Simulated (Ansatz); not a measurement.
# CH6AlNOSn, SMILES O[CH]1[NH][SnH2][AlH]1: a single point in a Gaussian basis

Program: Ansatz's Python interface.

Run as a notebook:

**Cell 1**
```python
import warnings

import ansatz
import numpy as np

BASIS = "def2-SVP"
LEVEL = "mp2"
```

**Cell 2**
```python
warnings.simplefilter("ignore", ansatz.DeckWarning)
```

**Cell 3**
```python
geometry_ang = [
    ("O", (-1.8263, 0.8121, 0.4113)),
    ("C", (-0.489, 0.8598, 0.2343)),
    ("N", (-0.1659, 0.3083, -1.0967)),
    ("Sn", (1.1451, -1.292, -0.6282)),
    ("Al", (0.3558, -0.3421, 1.6115)),
    ("H", (-2.2296, 1.5647, -0.2188)),
    ("H", (-0.0534, 1.8959, 0.3645)),
    ("H", (0.51, 1.0142, -1.591)),
    ("H", (2.7494, -0.9982, -1.0041)),
    ("H", (0.3277, -2.832, -1.008)),
    ("H", (-0.2583, -1.0477, 2.9459)),
]
ch6alnosn = ansatz.Crystal.molecule()
for symbol, xyz in geometry_ang:
    ch6alnosn = ch6alnosn.atom(symbol, xyz)
```

**Cell 4**
```python
calc = ch6alnosn.calculation().basis(gaussian=BASIS).correlation(LEVEL).forces()
out = calc.run(threads=1)
report = out.report
```

**Cell 5**
```python
report["reference_energy_ev"]
```
Output:
```text
-17023.49087124844
```

**Cell 6**
```python
report["positions_ang"]
```
Output:
```text
[[-1.8263, 0.8121, 0.4113], [-0.489, 0.8598, 0.2343], [-0.1659, 0.3083, -1.0967],
 [1.1451, -1.292, -0.6282], [0.3558, -0.3421, 1.6115], [-2.2296, 1.5647, -0.2188],
 [-0.0534, 1.8959, 0.3645], [0.51, 1.0142, -1.591], [2.7494, -0.9982, -1.0041],
 [0.3277, -2.832, -1.008], [-0.2583, -1.0477, 2.9459]]
```

**Cell 7**
```python
report["converged"], report["free_energy_ev"]
```
Output:
```text
(True, -17041.894104346324)
```

**Cell 8**
```python
for key in ("converged", "free_energy_ev", "reference_energy_ev", "n_frozen", "n_occupied", "n_virtual"):
    print(f"{key:22s} {report[key]}")
```
Output:
```text
converged              True
free_energy_ev         -17041.894104346324
reference_energy_ev    -17023.49087124844
n_frozen               12
n_occupied             [19, 19]
n_virtual              [85, 85]
```

**Cell 9**
```python
parts = report["correlation"]
for name in ("random_phase", "coupled_cluster", "perturbative"):
    if name in parts:
        print(f"{name:16s} {parts[name]['energy']['hartree']:12.7f} Ha")
if "second_order" in parts:
    pair = parts["second_order"]
    print(f"MP2 same spin {pair['same_spin']['hartree']:.7f} Ha, opposite spin {pair['opposite_spin']['hartree']:.7f} Ha")
```
Output:
```text
MP2 same spin -0.1661091 Ha, opposite spin -0.5101973 Ha
```

**Cell 10**
```python
symbols = [site.symbol for site in ch6alnosn.cartesian_sites]
print("forces (eV/A)")
for symbol, f in zip(symbols, report["forces_ev_ang"]):
    print(f"  {symbol:2s} {f[0]:9.4f} {f[1]:9.4f} {f[2]:9.4f}")
```
Output:
```text
forces (eV/A)
  O    -3.6875    3.0330   -1.2806
  C     1.9754    1.0496    0.2489
  N     2.5901    1.4944   -1.0704
  Sn   -0.4044   -1.3817    0.1362
  Al   -1.0280   -1.0738    0.7739
  H     1.0346   -2.6800    1.9330
  H    -0.3828   -0.2513   -0.4738
  H    -1.6733   -1.3808    0.8400
  H     0.4499   -0.1760   -0.7258
  H     0.7352    0.7665   -0.1961
  H     0.3909    0.6001   -0.1854
```

**Cell 11**
```python
charges = report["charge_distribution"]
dipole = np.array(charges["dipole_moment_e_ang"]) * 4.803205
print("dipole (D): {:.3f} {:.3f} {:.3f}, length {:.3f}".format(*dipole, np.linalg.norm(dipole)))
print("atom  Mulliken   Lowdin")
for symbol, m, l in zip(symbols, charges["mulliken_charges_e"], charges["lowdin_charges_e"]):
    print(f"{symbol:4s} {m:9.3f} {l:8.3f}")
```
Output:
```text
dipole (D): 2.469 2.326 0.323, length 3.407
atom  Mulliken   Lowdin
O       -0.330    0.058
C       -0.033   -0.223
N       -0.483   -0.097
Sn       0.323    0.238
Al       0.584    0.259
H        0.202    0.057
H        0.019   -0.022
H        0.136    0.044
H       -0.123   -0.100
H       -0.104   -0.076
H       -0.191   -0.137
```

What to keep in mind:
- Total energies depend on the basis set; only differences at equal settings carry meaning.
- The geometry is a force-field or estimated start, not a minimum of this method, and the basis set is short of its limit.
- def2 sets replace the cores of elements past krypton by effective core potentials.
- The Löwdin charges here are taken after orthogonalising the functions within each atom; they differ from plain Löwdin charges, and their signs can be unphysical.
- It ran for 11 s on 1 thread of Arm Neoverse V1, with other jobs on the host, peak memory 0.38 GiB.

(Lines on the test bed's own set-up are left out of the output.)
